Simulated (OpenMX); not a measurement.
Runs of OpenMX 3.8.5 on HfIn4SiO6. Symmetry: C2, No. 5, monoclinic system. Conventional cell: a = 5.432 Å, b = 9.407 Å, c = 7.636 Å, α = 90.00°, β = 104.07°, γ = 90.00°. Hf (site symmetry 2) is surrounded by 6 O at 2.13 to 2.14 Å. In (site symmetry 2) is surrounded by 2 O at 2.73 Å and 4 In at 3.12 Å. In (site symmetry 2) has 6 O at 2.23 Å as nearest neighbours. In (site symmetry 2) is surrounded by 2 O at 2.73 Å and 3 In at 3.07 to 3.12 Å. Around In (site symmetry 2) lie 2 O at 2.73 Å and 3 In at 3.07 to 3.12 Å. Around Si (site symmetry 2) lie 6 O at 1.85 Å. Around O (site symmetry 1) lie 1 Si at 1.85 Å. O (site symmetry 1) has 1 Si at 1.85 Å as nearest neighbours. The cell was built by a generator and needn't be a form met in nature.

```csv
task,level,potentials or basis,"grid points, held for all volumes",max SCF cycles,pressure (GPa),V0 of scaled cells (Å³/atom),B0 (GPa),largest force (eV/Å)
equation of state,PBE,"OpenMX 2013 PBE set, Hf7.0-s3p2d2, In7.0-s3p2d1, Si7.0-s2p1d1, O6.0-s2p2, fixed grid of 63 × 63 × 100 points",63 × 63 × 100,-,-,(a),112,-
band structure,PBE,"OpenMX 2013 PBE set, Hf7.0-s3p2d2, In7.0-s3p2d1, Si7.0-s2p1d1, O6.0-s2p2, grid cutoff 500 Ry",-,100,(b),-,-,0.37
band structure,LDA,"OpenMX 2013 LDA set, Hf7.0-s3p2d2f1, In7.0-s3p2d2, Si7.0-s2p2d1, O6.0-s2p2d1, grid cutoff 500 Ry",-,100,(c),-,-,0.48
equation of state,LDA,"OpenMX 2013 LDA set, Hf7.0-s3p2d2f1, In7.0-s3p2d2, Si7.0-s2p2d1, O6.0-s2p2d1, fixed grid of 63 × 63 × 100 points",63 × 63 × 100,-,-,14.90,139,-
band structure,PBE,"OpenMX 2013 PBE set, Hf7.0-s3p2d2f1, In7.0-s3p2d2, Si7.0-s2p2d1, O6.0-s2p2d1, grid cutoff 500 Ry",-,100,0.7,-,-,0.31
```

Alike in all rows: no spin polarisation; cell as given; k mesh 7 × 7 × 5; smearing fermi-dirac 0.05 eV.

**Question.** Fill in the values left out.

**Answer.** (a) 16.17; (b) 3.0; (c) -7.0.

Caveats: the basis has few d functions beyond the semicore shells, which can make volumes several per cent too large; the basis of atomic orbitals isn't converged, which shifts pressures, moduli and gaps; volumes in these bases differ from converged ones by about 1 %, for some elements by several (some runs); the cell was scaled at fixed shape and fractional positions, which overstates the stiffness of a crystal with free parameters, most of all of layers and chains (some runs).

Not every run made on this cell is shown here.
